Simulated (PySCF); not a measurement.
# [HfO2]-: relaxation and vibrations of the doublet

Where does doublet [HfO2]- go from a side-on start, is the end point a minimum, and what are its modes, charges and moments?

The runs use PySCF 2.14.0; PBE0, basis Hf def2-SVPD with ECP60, O def2-SVPD, scalar-relativistic core potentials, no spin–orbit coupling, density fitting.

**1. Where the work starts**

3 atoms, charge -1, spin multiplicity 2.

Bond lengths: Hf1–O2 2.193 Å, Hf1–O3 2.193 Å, O2–O3 1.400 Å. Angles: O2–Hf1–O3 37.2°, Hf1–O2–O3 71.4°, Hf1–O3–O2 71.4°.

```xyz
3
charge -1 multiplicity 2
Hf    0.0000    0.0000    0.0000
O     0.7000    0.0000    2.0783
O    -0.7000    0.0000    2.0783
```

**2. First SCF at the start**

The steps below are one call of a driver around PySCF. For each, scf.py gives the equivalent set-up of the SCF; relaxations use the driver's own optimiser. After this first run the driver tries any further starts and a stability analysis.

Contents of scf.py:

```python
from pyscf import gto, scf, dft
mol = gto.M(atom='''
Hf     0.000000     0.000000     0.000000
O      0.700000     0.000000     2.078280
O     -0.700000     0.000000     2.078280''',
    basis={'Hf': 'def2-SVPD', 'O': 'def2-SVPD'},
    ecp={'Hf': 'def2-SVPD'},
    charge=-1, spin=1)
mf = dft.UKS(mol, xc='PBE0')
mf.grids.atom_grid = (50, 194)
aux = {'Hf': 'def2-universal-JKFIT', 'O': 'def2-universal-JKFIT'}
mf = mf.density_fit(auxbasis=aux)
mf.conv_tol = 1e-08
mf.diis_space = 10
mf.max_cycle = 60
mf.init_guess = 'minao'
mf.verbose = 4
mf.kernel()
```

On the command line:

```bash
OMP_NUM_THREADS=2 python axn.py task.json out
```

Log:

```text
init E= -185.535741916131
[... the frontier-level lines of each cycle are left out ...]
cycle= 1 E= -197.854430929874  delta_E= -12.3  |g|= 0.529  |ddm|= 5.04
cycle= 2 E= -195.937287279003  delta_E= 1.92  |g|= 1.59  |ddm|= 7.96
cycle= 3 E= -197.975226726906  delta_E= -2.04  |g|= 0.408  |ddm|= 7.59
cycle= 4 E= -198.070429756303  delta_E= -0.0952  |g|= 0.081  |ddm|= 0.751
cycle= 5 E= -198.079859687655  delta_E= -0.00943  |g|= 0.0356  |ddm|= 0.421
cycle= 6 E= -198.080769100121  delta_E= -0.000909  |g|= 0.0149  |ddm|= 0.0723
cycle= 7 E= -198.081160358858  delta_E= -0.000391  |g|= 0.00633  |ddm|= 0.053
cycle= 8 E= -198.081438457328  delta_E= -0.000278  |g|= 0.00324  |ddm|= 0.0568
cycle= 9 E= -198.081592749353  delta_E= -0.000154  |g|= 0.00184  |ddm|= 0.0506
cycle= 10 E= -198.081653039822  delta_E= -6.03e-05  |g|= 0.000462  |ddm|= 0.0482
cycle= 11 E= -198.081654384997  delta_E= -1.35e-06  |g|= 0.000269  |ddm|= 0.00594
cycle= 12 E= -198.081654535057  delta_E= -1.5e-07  |g|= 5.31e-05  |ddm|= 0.00208
cycle= 13 E= -198.081654547725  delta_E= -1.27e-08  |g|= 2.15e-05  |ddm|= 0.000402
cycle= 14 E= -198.081654552872  delta_E= -5.15e-09  |g|= 1.29e-05  |ddm|= 0.000311
Extra cycle  E= -198.081654553673  delta_E= -8.01e-10  |g|= 2.19e-05  |ddm|= 9.56e-05
converged SCF energy = -198.081654553673  <S^2> = 0.86102294  2S+1 = 2.1081015
```

This step, with its further starts and checks, took 14 s on 2 threads of Arm Neoverse N1, shared host.

Energies from each starting density:

```
                      start  energy (Eh)
    the minimal-basis guess  -198.081655
a thermally smeared density  -198.081655
      a smeared PBE density  -198.081655
```

No lower solution of this spin turned up from the other starts or in the test of internal stability.

**3. Side-on start, doublet: relaxation**

The program finds C2v symmetry in the start, which this walk keeps. The walk stops when the largest gradient is under 0.0003 Eh/bohr and the energy has settled too.

Changes to scf.py since step 2:

```diff
@@ -3,3 +3,3 @@
-Hf     0.000000     0.000000     0.000000
-O      0.700000     0.000000     2.078280
-O     -0.700000     0.000000     2.078280''',
+Hf     0.000000     0.000000    -0.313697
+O      0.700000     0.000000     1.764583
+O     -0.700000     0.000000     1.764583''',
@@ -16 +15,0 @@
-mf.init_guess = 'minao'
```

Steps of the walk:

```
step  energy (Eh)  change (kJ/mol)  largest symmetric gradient (Eh/bohr)
   0  -198.081655             0.00                               0.08522
   1  -198.098397           -43.96                               0.05164
   2  -198.101191           -51.29                               0.04428
   3  -198.103542           -57.46                               0.00785
   4  -198.103633           -57.71                               0.00098
   5  -198.103635           -57.71                               0.00003
```

The walk took 18 s.

Geometry (Å) and forces (eV/Å) at some steps:

```
step 0
Hf   0.000   0.000  -0.314   0.000   0.000   4.382
O    0.700   0.000   1.765   0.854   0.000  -2.191
O   -0.700   0.000   1.765  -0.854   0.000  -2.191
step 1
Hf   0.000   0.000  -0.232   0.000   0.000   2.655
O    0.728   0.000   1.724  -0.375   0.000  -1.328
O   -0.728   0.000   1.724   0.375   0.000  -1.328
step 3
Hf   0.000   0.000  -0.174   0.000   0.000   0.404
O    0.728   0.000   1.695  -0.081   0.000  -0.202
O   -0.728   0.000   1.695   0.081   0.000  -0.202
step 5
Hf   0.000   0.000  -0.165   0.000   0.000  -0.002
O    0.728   0.000   1.690  -0.001   0.000   0.001
O   -0.728   0.000   1.690   0.001   0.000   0.001
```

It settles in C2v symmetry, 57.7 kJ/mol below the start, after 5 steps: Hf–O 1.993 Å (×2), O–O 1.455 Å; Hf–O–O 68.6° (×2), O–Hf–O 42.8°.

**4. Hessian and properties**

On the finer grid the gradient is checked again; gradients at displacements of ±0.02 bohr then give force constants and infrared intensities.

Changes to scf.py since step 3:

```diff
@@ -3,3 +3,3 @@
-Hf     0.000000     0.000000    -0.313697
-O      0.700000     0.000000     1.764583
-O     -0.700000     0.000000     1.764583''',
+Hf     0.000000     0.000000    -0.280037
+O      0.727579     0.000000     1.575644
+O     -0.727579     0.000000     1.575644''',
@@ -10 +10 @@
-mf.grids.atom_grid = (50, 194)
+mf.grids.atom_grid = (75, 302)
@@ -13 +13 @@
-mf.conv_tol = 1e-08
+mf.conv_tol = 1e-10
```

This SCF starts from the last density.

SCF at the final geometry:

```text
init E= -198.103756481017
[... the frontier-level lines of each cycle are left out ...]
cycle= 1 E= -198.103756481002  delta_E= 1.48e-11  |g|= 6.97e-06  |ddm|= 1.46e-05
Extra cycle  E= -198.103756480915  delta_E= 8.78e-11  |g|= 1.59e-05  |ddm|= 2.43e-05
converged SCF energy = -198.103756480915  <S^2> = 0.82667264  2S+1 = 2.0752567
```

The whole step took 42 s.

Geometry: C2v; Hf–O 1.993 Å (×2), O–O 1.455 Å; Hf–O–O 68.6° (×2), O–Hf–O 42.8°.

Modes, for the most abundant isotopes:

| symmetry | ω (cm⁻¹) | IR (km/mol) |
| --- | --- | --- |
| b2 | 464 | 8.1 |
| a1 | 565 | 117 |
| a1 | 934 | 42.5 |

No imaginary mode, so this is a minimum.

Properties at this point:

- Dipole moment about the centre of mass: 1.45 D
- Highest occupied level: 0.84 eV
- Lowest empty level: 2.89 eV
- Rotational constants: 0.9955, 0.1802, 0.1526 cm⁻¹
- Zero-point energy: 11.7 kJ/mol
- Principal polarisabilities: 147.9, 169.5, 189.9 bohr³
- Principal traceless quadrupole moments about the centre of mass: -12.15, 5.38, 6.77 D Å
- Entropy at 298.15 K and 1 bar (electronic part: spin only): 280.2 J/(mol K)
- Heat capacity Cp at 298.15 K: 45.4 J/(mol K)
- Enthalpy at 298.15 K above 0 K: 11.18 kJ/mol
- Rotational symmetry number: 2
- Spin squared ⟨S²⟩: 0.827

Charges (e) and bond orders:

```csv
atom,Mulliken,Löwdin,polar tensor,spin (Mulliken),Mayer order to Hf1
Hf1,-0.24,0.17,-0.16,1.04,–
"O2,3",-0.38,-0.59,-0.42,-0.02,0.62
```

Outer orbital energies (eV). α occupied: -16.68, -6.98, -6.46, -6.23, -3.16, -1.84, -0.46, 0.84; empty: 2.89, 2.93, 3.30, 3.88. β occupied: -23.73, -16.70, -6.92, -6.48, -6.25, -3.15, -1.89, 0.00; empty: 3.05, 3.15, 3.38, 4.22.

Mulliken populations on Hf1 (outside its core potential): s 3.97, p 6.24, d 1.96, f 0.08.

**5. What came out**

```
                                          quantity                                                            value
                                           minimum                                                     doublet, C2v
                                          geometry  Hf–O 1.993 Å (×2), O–O 1.455 Å; Hf–O–O 68.6° (×2), O–Hf–O 42.8°
                                wavenumbers (cm⁻¹)                                     464 (b2), 565 (a1), 934 (a1)
                    dipole moment (centre of mass)                                                           1.45 D
highest occupied, lowest empty level (either spin)                                                    0.84, 2.89 eV
                        polar-tensor charge of Hf1                                                          -0.16 e
                                 zero-point energy                                                      11.7 kJ/mol
                               entropy at 298.15 K                                                  280.2 J/(mol K)
                                              ⟨S²⟩                                                            0.827
```

What this shows: The side-on start keeps its C2v symmetry and ends in a minimum. The strongest infrared band lies at 565 cm⁻¹ (a1). Most of the spin sits on Hf1 (Mulliken spin 1.04, against 1 for the whole molecule). Only this shape and spin were tried, so other structures or states may lie lower. A highest occupied level above zero is common for anions with such functionals; it warns that the extra electron is poorly described. One determinant may miss the lowest occupation of an open d or f shell. Spin–orbit coupling, left out here, can matter for elements this heavy.

The search up to here took 75 s.
